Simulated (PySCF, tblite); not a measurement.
# C₄H₇GeO radical: geometry, infrared bands and EPR parameters

Wanted: the infrared bands and EPR parameters of C₄H₇GeO radical (`C=C1[CH][C@@H]1[O][GeH3]`), by calculation.

The runs use tblite 0.8.0 and PySCF 2.14.0, with density-fitted response routines of our own; the level of theory stands in each step. All values are computed, except where a source is named. Atoms are numbered from 0 throughout.

## (1) Starting geometry

13 atoms, charge 0, multiplicity 2; geometry from: force field or distance geometry start.

Bonds of the start (Å): C0–C1 1.33, C1–C2 1.54, C2–C3 1.45, C3–O4 1.39, O4–Ge5 1.80, C3–C1 1.52, C0–H6 1.09, C0–H7 1.08, C2–H8 1.11, C3–H9 1.11, Ge5–H10 1.55, Ge5–H11 1.55, Ge5–H12 1.54.

## (2) Relaxing the molecule with GFN2-xTB

What the job is given:

```
{"job": {"kind": "relax", "xc": "GFN2-xTB", "basis": "xTB"}, "charge": 0, "multiplicity": 2}
C      2.634600     0.657500    -0.506000
C      1.538200     0.243000     0.129500
C      0.838500    -0.703600     1.122200
C      0.052300     0.315300     0.452100
O     -0.708800    -0.139900    -0.621400
Ge    -2.389700    -0.351400    -0.023300
H      2.555700     1.494800    -1.201400
H      3.586400     0.177600    -0.334400
H      0.736400    -1.701900     0.642800
H     -0.223900     1.254000     0.979900
H     -2.394200    -1.371400     1.146400
H     -2.942400     1.007700     0.474200
H     -3.287400    -0.881300    -1.156600
```

Command:

```bash
$ OMP_NUM_THREADS=1 python probes_run.py task.json out
```

One launch serves the whole session: the jobs run in the order shown.

**Question.** This job is followed by: GFN2-xTB harmonic vibrations, gas phase; UKS B3LYP, def2-TZVP-core on Ge, pcH-1 on C H O, non-relativistic, mean-field spin-orbit, GIAO. Predict these results of the whole session: strongest single infrared mode (GFN2-xTB); zero-point energy (GFN2-xTB); g(iso) (B3LYP); ⟨S²⟩; largest a(iso) (averaged by class); potential on the surface of density 0.002 e/bohr³, 1st and 99th percentile.

The runs gave:

```
                                                                  quantity                  value
                                 strongest single infrared mode (GFN2-xTB)  1988 cm⁻¹, 485 km/mol
                                              zero-point energy (GFN2-xTB)          53.3 kcal/mol
                                                            g(iso) (B3LYP)                2.00266
                                                                      ⟨S²⟩     0.774 (exact 0.75)
                                        largest a(iso) (averaged by class)    13C on C2, 71.2 MHz
potential on the surface of density 0.002 e/bohr³, 1st and 99th percentile     -1.33 V and 1.27 V
```

The optimisation took 169 steps and gained 1.062 eV; among the close pairs (by a distance rule), C1–C2 changed most, from 1.540 to 1.364 Å. All 33 modes are real, so the xTB geometry is a minimum. The strongest single mode, at 1988 cm⁻¹, moves mainly H10 and H11. Unscaled tight-binding wavenumbers are off by several per cent, some by more. Its intensities can rank the bands wrongly. The largest spin populations lie on C0 (0.65 e), C2 (0.63 e). The isotropic g lies 0.3 ppt above the free-electron value. The hyperfine terms hold no scalar relativity, which the heavier nuclei need. The conformer search found further structures of the same energy, which may be mirror or relabelled copies of this one.
